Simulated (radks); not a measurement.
**Valence configurations of Ar⁺**

One table from this session's results is given with a row withheld; the runs are named, their logs left out.

Method: scalar-relativistic Kohn-Sham, SCAN, spin-polarised, spherical densities, finite nucleus; open shells are filled with parallel spins first. Code: radks (a radial shooting solver on a logarithmic mesh, Libxc functionals) version 1.

## What is computed

* element: argon (Z = 18)
* charge: +1
* electrons: 17
* configuration: [Ne] 3s2 3p5
* nuclear rms radius: 3.4274 fm
* others tried: 3s1 3p6; 3s1.5 3p5.5

The outer shells:

Ar⁺
```
[Ne] core
3s [↑↓]
3p [↑↓][↑↓][↑ ]
```

Set-up of the first run:

Input:

```text
Z 18
configuration [Ne] 3s2 3p5
relativity scalar-relativistic
functional scan,scan
spin polarised
nucleus finite rms 3.4274 fm
c 137.035999084
```

Steps of the session up to this table: [Ne] 3s2 3p5.

One of the session's tables, all rows but one given; the rest of the session is left out.

It belongs to the step «[Ne] 3s2 3p5». Sizes of the orbitals, from the radial functions (bohr):

| level | <r> | outermost maximum (interpolated) | 90 % within | nodes |
| --- | --- | --- | --- | --- |
| 2s up | 0.4123 | 0.338 | 0.643 | 1 |
| 2s down | 0.4123 | 0.338 | 0.643 | 1 |
| 2p up | 0.3758 | 0.281 | 0.622 | 0 |
| 2p down | 0.3758 | 0.281 | 0.622 | 0 |
| 3s up | 1.370 | 1.16 | 2.06 | 2 |
| 3s down | 1.379 | 1.17 | 2.08 | 2 |
| 3p up | 1.541 | 1.26 | 2.38 | 1 |
| 3p down | ? | ? | ? | ? |

**Question.** Estimate the row for 3p down.

**Answer.** <r>: 1.560; outermost maximum (interpolated): 1.27; 90 % within: 2.42; nodes: 1. In the column «<r>» it is the highest.
